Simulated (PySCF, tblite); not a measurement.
# C7H3N3Se: excited states, first hyperpolarisability

Aim: compute the excited states, first hyperpolarisability of C7H3N3Se (`N#Cc1ccc2n[se]nc2c1`).

Programs: tblite 0.8.0 and PySCF 2.14.0, with routines of our own; each step states its level. All values are computed. Atoms count from 0.

## 1. The starting structure

14 atoms, charge 0, multiplicity 1; geometry from: force field or distance geometry start.

## 2. Geometry optimisation with GFN2-xTB

Job settings and geometry (Å):

```
{"job": {"kind": "relax", "xc": "GFN2-xTB", "basis": "xTB"}, "charge": 0, "multiplicity": 1}
N      3.803300    -0.705800     0.697900
C      2.684000    -0.434600     0.494200
C      1.321000    -0.119500     0.240500
C      0.930800     1.199200     0.048600
C     -0.386700     1.440000    -0.185400
C     -1.349600     0.408600    -0.271600
N     -2.646300     0.613200    -0.515900
Se    -3.553200    -0.931100    -0.531100
N     -1.906300    -1.809600    -0.172700
C     -0.985600    -0.874300    -0.089800
C      0.381600    -1.116500     0.161900
H      1.650800     1.991400     0.114100
H     -0.689500     2.471300    -0.324200
H      0.745000    -2.132700     0.311400
```

Launch:

```bash
$ OMP_NUM_THREADS=1 python excited_run.py task.json out
```

The driver reads the jobs from task.json and runs them one after another.

What it wrote:

```text
step      E/eV     max force
  0    -772.37685    4.058
  1    -772.55661    8.860
  2    -772.66263    4.982
  3    -772.89656    1.147
  4    -772.92977    0.402
  5    -772.94971    0.648
  6    -772.96797    0.422
  7    -772.97799    0.211
  8    -772.98067    0.107
  9    -772.98144    0.078
 10    -772.98193    0.075
 11    -772.98241    0.061
 12    -772.98272    0.052
 13    -772.98290    0.039
 14    -772.98305    0.037
 15    -772.98319    0.042
 16    -772.98330    0.038
 17    -772.98340    0.030
 18    -772.98351    0.029
 19    -772.98364    0.045
 20    -772.98379    0.046
 21    -772.98392    0.039
 22    -772.98402    0.034
 23    -772.98410    0.025
 24    -772.98416    0.021
 25    -772.98421    0.015
 26    -772.98423    0.011
 27    -772.98425    0.009
```

Wall time 0.23 s (1 thread of Arm Neoverse V1, shared host).

The steps of the relaxation:

```csv
step,energy from step 0 (eV),largest force (eV/Å)
0,0.0000,4.0581
1,-0.1798,8.8605
2,-0.2858,4.9825
3,-0.5197,1.1468
4,-0.5529,0.4021
5,-0.5729,0.6475
6,-0.5911,0.4223
7,-0.6011,0.2109
8,-0.6038,0.1066
9,-0.6046,0.0781
10,-0.6051,0.0755
11,-0.6056,0.0614
12,-0.6059,0.0519
13,-0.6060,0.0385
14,-0.6062,0.0371
15,-0.6063,0.0419
16,-0.6064,0.0381
17,-0.6065,0.0301
18,-0.6067,0.0293
19,-0.6068,0.0453
20,-0.6069,0.0464
21,-0.6071,0.0392
22,-0.6072,0.0341
23,-0.6073,0.0248
24,-0.6073,0.0206
25,-0.6074,0.0150
26,-0.6074,0.0114
27,-0.6074,0.0086
```

Distances of close pairs at the start and the end, largest changes first:

```csv
bond,before (Å),after (Å),change (Å)
Se7–N8,1.901,1.745,-0.156
C5–C9,1.346,1.445,+0.099
N6–Se7,1.791,1.748,-0.043
C2–C3,1.389,1.424,+0.035
N0–C1,1.170,1.146,-0.024
N8–C9,1.315,1.330,+0.015
C10–H13,1.090,1.079,-0.011
C5–N6,1.335,1.328,-0.008
```

The next job starts from the end point, and lists it.

## 3. Harmonic vibrations with GFN2-xTB

Job settings and geometry (Å):

```
{"job": {"kind": "ir", "xc": "GFN2-xTB", "basis": "xTB"}, "charge": 0, "multiplicity": 1}
N      3.778186    -0.637069     0.693715
C      2.669491    -0.430388     0.490443
C      1.303006    -0.164722     0.236568
C      0.900319     1.188371     0.052194
C     -0.398689     1.509667    -0.197759
C     -1.354042     0.472913    -0.272656
N     -2.651153     0.629246    -0.509313
Se    -3.421876    -0.939708    -0.508558
N     -1.931621    -1.785549    -0.179998
C     -0.944117    -0.899558    -0.085199
C      0.404336    -1.203653     0.172113
H      1.653844     1.959259     0.114975
H     -0.716277     2.530126    -0.340294
H      0.707916    -2.229406     0.311600
```

What it wrote:

```text
mode    cm-1     km/mol
  1      77.2      2.25
  2     120.6      5.63
  3     175.3      5.64
  4     231.2      4.51
  5     319.2      7.34
  6     329.9      8.97
  7     357.3     11.40
  8     449.4      2.25
  9     464.0      2.25
 10     469.1     15.32
 11     531.7      0.41
 12     596.4      1.07
 13     609.2     13.94
 14     695.4     36.16
 15     720.5      0.00
 16     725.9     23.31
 17     772.3     53.86
 18     816.3     34.67
 19     842.4      0.66
 20     864.5      0.90
 21     913.8      0.12
 22     955.4      0.48
 23    1144.3      3.42
 24    1155.9      9.39
 25    1214.2      3.41
 26    1282.6      4.83
 27    1325.4      7.57
 28    1329.6      0.34
 29    1428.3     33.03
 30    1471.9     13.57
 31    1502.6      6.86
 32    1581.7     13.63
 33    2376.3    251.88
 34    3094.1      6.17
 35    3105.7      4.22
 36    3110.5     12.09
```

Run time: 0.6 s. Hardware: 1 thread of Arm Neoverse V1, shared host.

Which atoms move in the most intense modes:

```csv
cm⁻¹,km/mol,atoms
469,15.3,"N6 25 %, C5 24 %, C9 15 %, N8 13 %"
609,13.9,"C2 45 %, C1 20 %, C9 13 %"
695,36.2,"N8 32 %, N6 28 %"
726,23.3,"C4 30 %, N6 19 %, N8 15 %"
772,53.9,"N8 46 %, N6 44 %"
816,34.7,"H12 26 %, H11 23 %, H13 16 %"
1428,33.0,"C4 30 %, C10 22 %, C9 16 %"
2376,251.9,"C1 60 %, N0 39 %"
```

## 4. Excited states: TDA CAM-B3LYP/def2-SVP

The job, as its differences from that of step 3:

```diff
@@ -1,2 +1,2 @@
-{"job": {"kind": "ir", "xc": "GFN2-xTB", "basis": "xTB"}, "charge": 0, "multiplicity": 1}
+{"job": {"kind": "states", "xc": "CAM-B3LYP", "basis": "def2-SVP", "tda": true, "soc": true, "nstates": 5, "ntriplets": 6, "nquad": 4}, "charge": 0, "multiplicity": 1}
 N      3.778186    -0.637069     0.693715
```

With the program's defaults for keys left out, this is: TDA CAM-B3LYP/def2-SVP excited states, vertical, gas phase, spin-orbit mean-field couplings.

What it wrote:

```text
coarse grid: 66368 points
cycle   1  E = -2833.4926563855  dE =  1.745e+00  |g| = 6.177e-01  |ddm| = 5.674e+00
cycle   2  E = -2833.4038297541  dE =  8.883e-02  |g| = 9.413e-01  |ddm| = 1.596e+00
cycle   3  E = -2833.5865529226  dE = -1.827e-01  |g| = 1.289e-01  |ddm| = 8.428e-01
cycle   4  E = -2833.5896120140  dE = -3.059e-03  |g| = 6.672e-02  |ddm| = 2.040e-01
cycle   5  E = -2833.5906031107  dE = -9.911e-04  |g| = 1.621e-02  |ddm| = 8.841e-02
cycle   6  E = -2833.5906614486  dE = -5.834e-05  |g| = 8.370e-03  |ddm| = 2.565e-02
cycle   7  E = -2833.5906804431  dE = -1.899e-05  |g| = 3.407e-03  |ddm| = 1.191e-02
cycle   8  E = -2833.5906851769  dE = -4.734e-06  |g| = 1.432e-03  |ddm| = 6.066e-03
final grid: 140624 points
cycle   9  E = -2833.5906634069  dE = -4.153e-07  |g| = 1.906e-03  |ddm| = 4.139e-03
cycle  10  E = -2833.5906619791  dE =  1.428e-06  |g| = 3.304e-03  |ddm| = 5.113e-03
cycle  11  E = -2833.5906644252  dE = -2.446e-06  |g| = 4.149e-04  |ddm| = 3.223e-03
cycle  12  E = -2833.5906644762  dE = -5.098e-08  |g| = 1.218e-04  |ddm| = 4.909e-04
cycle  13  E = -2833.5906645007  dE = -2.452e-08  |g| = 6.883e-05  |ddm| = 6.141e-04
cycle  14  E = -2833.5906645024  dE = -1.745e-09  |g| = 1.960e-05  |ddm| = 1.511e-04
cycle  15  E = -2833.5906645026  dE = -1.128e-10  |g| = 5.045e-06  |ddm| = 1.783e-05
converged SCF energy = -2833.5906645026

Singlet excitations
state   eV       nm        f     d(h-e)  d(exc)  Lambda  PR(NTO)  |dmu|/D   mu/D   main configurations
  1   4.0994   302.4   0.00001   0.528   2.858   0.459   1.014    1.462    5.331   H-2->L 0.94
  2   4.2429   292.2   0.08373   1.127   3.525   0.819   1.158    2.535    2.306   H->L 0.90
  3   4.5382   273.2   0.35440   0.131   3.424   0.715   1.424    0.143    4.028   H-1->L 0.81, H->L+1 0.10
  4   4.9149   252.3   0.00123   0.289   2.947   0.534   1.050    0.920    4.846   H-3->L 0.95
  5   5.9005   210.1   0.00000   1.356   3.104   0.441   1.004                     H-1->L+2 0.87

Triplet excitations (Tamm-Dancoff)
state   eV     d(h-e)  d(exc)  Lambda  PR(NTO)   main configurations
  1   2.3568   0.571   3.123   0.828   1.136   H->L 0.90
  2   3.0792   0.091   3.284   0.723   1.043   H-1->L 0.94
  3   3.4532   0.375   2.709   0.454   1.042   H-2->L 0.88
  4   4.1299   0.102   2.540   0.747   2.082   H-4->L 0.32, H->L+1 0.28, H->L+3 0.18
  5   4.3887   0.260   2.781   0.524   1.116   H-3->L 0.87
  6   4.5523   0.100   2.730   0.738   1.999   H->L+1 0.36, H-6->L 0.27, H->L+3 0.20
S1 - T1 = 1.7426 eV

Spin-orbit couplings |<S|Hso|T>| (cm-1)
             T1       T2       T3       T4       T5       T6
S0        0.952    0.485  224.096    0.679  223.230    0.220
S1        5.642  199.631    1.712   35.781  107.328   64.745
S2        0.038    0.848   40.978    0.219   25.272    0.401
S3        0.556    0.423  213.625    0.178  224.962    0.195
S4       11.373  251.203  109.608   47.887    1.145   86.291
S5       25.238  317.783    0.315   45.156    5.930   61.225
T1 sublevels (cm-1): 0.000 0.023 0.023   radiative rates (1/s): 18.4 0.00498 0.155
```

It took 69 s on 1 thread of Arm Neoverse V1, shared host; peak memory 0.96 GiB.

In short:

```csv
quantity,value
S1 less T1,1.74 eV
```

## 5. Excited states: TDDFT PBE0/def2-SVPD

The job, as its differences from that of step 4:

```diff
@@ -1,2 +1,2 @@
-{"job": {"kind": "states", "xc": "CAM-B3LYP", "basis": "def2-SVP", "tda": true, "soc": true, "nstates": 5, "ntriplets": 6, "nquad": 4}, "charge": 0, "multiplicity": 1}
+{"job": {"kind": "states", "xc": "PBE0", "basis": "def2-SVPD", "tpa": true, "nstates": 6, "nquad": 5, "ntriplets": 0}, "charge": 0, "multiplicity": 1}
 N      3.778186    -0.637069     0.693715
```

Method: TDDFT PBE0/def2-SVPD excited states, vertical, gas phase, two-photon moments by quadratic response.

What it wrote:

```text
coarse grid: 66368 points
cycle   1  E = -2832.8637393197  dE =  1.440e+00  |g| = 5.557e-01  |ddm| = 1.281e+01
cycle   2  E = -2832.6995421860  dE =  1.642e-01  |g| = 1.024e+00  |ddm| = 3.485e+00
cycle   3  E = -2832.9343491558  dE = -2.348e-01  |g| = 1.706e-01  |ddm| = 2.350e+00
cycle   4  E = -2832.9395164865  dE = -5.167e-03  |g| = 8.233e-02  |ddm| = 5.069e-01
cycle   5  E = -2832.9410213387  dE = -1.505e-03  |g| = 3.201e-02  |ddm| = 2.592e-01
cycle   6  E = -2832.9412596895  dE = -2.384e-04  |g| = 1.084e-02  |ddm| = 1.095e-01
cycle   7  E = -2832.9412833928  dE = -2.370e-05  |g| = 4.853e-03  |ddm| = 3.540e-02
cycle   8  E = -2832.9412890303  dE = -5.638e-06  |g| = 1.160e-03  |ddm| = 1.508e-02
final grid: 140624 points
cycle   9  E = -2832.9413067385  dE =  8.231e-07  |g| = 2.227e-03  |ddm| = 2.085e-02
cycle  10  E = -2832.9413018075  dE =  4.931e-06  |g| = 4.942e-03  |ddm| = 1.815e-02
cycle  11  E = -2832.9413078915  dE = -6.084e-06  |g| = 6.970e-04  |ddm| = 1.279e-02
cycle  12  E = -2832.9413080083  dE = -1.168e-07  |g| = 7.826e-05  |ddm| = 1.771e-03
cycle  13  E = -2832.9413080098  dE = -1.502e-09  |g| = 3.072e-05  |ddm| = 2.837e-04
cycle  14  E = -2832.9413080100  dE = -2.274e-10  |g| = 1.342e-05  |ddm| = 9.545e-05
converged SCF energy = -2832.9413080100

Singlet excitations
state   eV       nm        f     d(h-e)  d(exc)  Lambda  PR(NTO)  |dmu|/D   mu/D   delta(TPA)   sigma/GM   main configurations
  1   3.6505   339.6   0.03649   1.376   3.690   0.795   1.162    2.841    2.292       32.02      0.156   H->L 0.96
  2   3.9020   317.7   0.00001   0.675   3.064   0.455   1.007    1.643    5.621        0.66      0.004   H-2->L 0.98
  3   4.1683   297.4   0.29304   0.243   3.662   0.715   1.455    0.629    3.535       81.28      0.517   H-1->L 0.88
  4   4.6468   266.8   0.00005   0.326   3.149   0.537   1.022    0.944    4.980        0.02      0.000   H-3->L 0.98
  5   5.4087   229.2   0.00127   3.048   4.294   0.310   1.013    7.278    4.192        2.43      0.026   H->L+2 0.97
  6   5.5571   223.1   0.00031   1.936   3.625   0.422   1.007                                            H-1->L+2 0.97
```

Run time: 2 min. Hardware: 1 thread of Arm Neoverse V1, shared host; peak memory 1.2 GiB.

## 6. First hyperpolarisability: quadratic response wB97X-D/def2-SVPD

The job, as its differences from that of step 5:

```diff
@@ -1,2 +1,2 @@
-{"job": {"kind": "states", "xc": "PBE0", "basis": "def2-SVPD", "tpa": true, "nstates": 6, "nquad": 5, "ntriplets": 0}, "charge": 0, "multiplicity": 1}
+{"job": {"kind": "beta", "xc": "wB97X-D", "basis": "def2-SVPD", "wavelengths": [1064]}, "charge": 0, "multiplicity": 1}
 N      3.778186    -0.637069     0.693715
```

Level: quadratic response wB97X-D/def2-SVPD first hyperpolarisability, Taylor convention, gas phase.

What it wrote:

```text
coarse grid: 66368 points
cycle   1  E = -2833.5088364325  dE =  1.807e+00  |g| = 6.205e-01  |ddm| = 1.212e+01
cycle   2  E = -2833.4500463056  dE =  5.879e-02  |g| = 8.794e-01  |ddm| = 3.085e+00
cycle   3  E = -2833.6081527595  dE = -1.581e-01  |g| = 1.118e-01  |ddm| = 1.828e+00
cycle   4  E = -2833.6105442380  dE = -2.391e-03  |g| = 5.979e-02  |ddm| = 5.096e-01
cycle   5  E = -2833.6113376400  dE = -7.934e-04  |g| = 1.360e-02  |ddm| = 1.786e-01
cycle   6  E = -2833.6113857657  dE = -4.813e-05  |g| = 6.723e-03  |ddm| = 5.876e-02
cycle   7  E = -2833.6114001576  dE = -1.439e-05  |g| = 2.983e-03  |ddm| = 2.727e-02
cycle   8  E = -2833.6114044483  dE = -4.291e-06  |g| = 1.449e-03  |ddm| = 1.223e-02
final grid: 140624 points
cycle   9  E = -2833.6106827432  dE = -2.402e-06  |g| = 1.904e-03  |ddm| = 3.921e-02
cycle  10  E = -2833.6106817372  dE =  1.006e-06  |g| = 3.099e-03  |ddm| = 1.371e-02
cycle  11  E = -2833.6106839197  dE = -2.182e-06  |g| = 3.301e-04  |ddm| = 8.051e-03
cycle  12  E = -2833.6106839846  dE = -6.492e-08  |g| = 1.918e-04  |ddm| = 1.561e-03
cycle  13  E = -2833.6106840304  dE = -4.580e-08  |g| = 8.485e-05  |ddm| = 1.256e-03
cycle  14  E = -2833.6106840355  dE = -5.050e-09  |g| = 2.947e-05  |ddm| = 3.652e-04
cycle  15  E = -2833.6106840361  dE = -6.803e-10  |g| = 2.012e-05  |ddm| = 1.667e-04
converged SCF energy = -2833.6106840361

Lowest singlets (eV, f): 3.8815 0.0453  4.0572 0.0000  4.2341 0.3303

First hyperpolarisability (au)
process     nm      |vector|   parallel      HRS      DR
static         -      337.35    -146.45     143.58   4.581
shg       1064.0      485.29    -200.77     203.83   5.173
eope      1064.0      375.19    -160.71          -       -
```

It took 1.8 min on 1 thread of Arm Neoverse V1, shared host; peak memory 1.3 GiB.

## 7. Outcome

```
                                               quantity                             value
              strongest single infrared mode (GFN2-xTB)             2376 cm⁻¹, 252 km/mol
                           zero-point energy (GFN2-xTB)                     53.1 kcal/mol
            S1 less T1 (step 4, TDA CAM-B3LYP/def2-SVP)                           1.74 eV
β vector (step 6, quadratic response wB97X-D/def2-SVPD)  static 337, SHG 1064.0 nm 485 au
```

**Reading.** No mode is imaginary among the 36: a minimum at this level. The strongest single mode, at 2376 cm⁻¹, moves mainly C1 and N0. GFN2-xTB is a fitted tight-binding method: band positions and strengths are rough. Its intensities can rank the bands wrongly. Scalar relativity is left out for the heavy atoms. In step 4, the number of triplets below S1 is 3, and the largest singlet-triplet spin-orbit coupling is S5–T2, 317.78 cm⁻¹. Steps that list no spin-orbit terms leave them out, which matters at and beside the heavy atoms. β grows from 337 au (static) to 485 au for doubling at 1064.0 nm: normal dispersion, which grows as twice the photon energy moves toward the bright states.
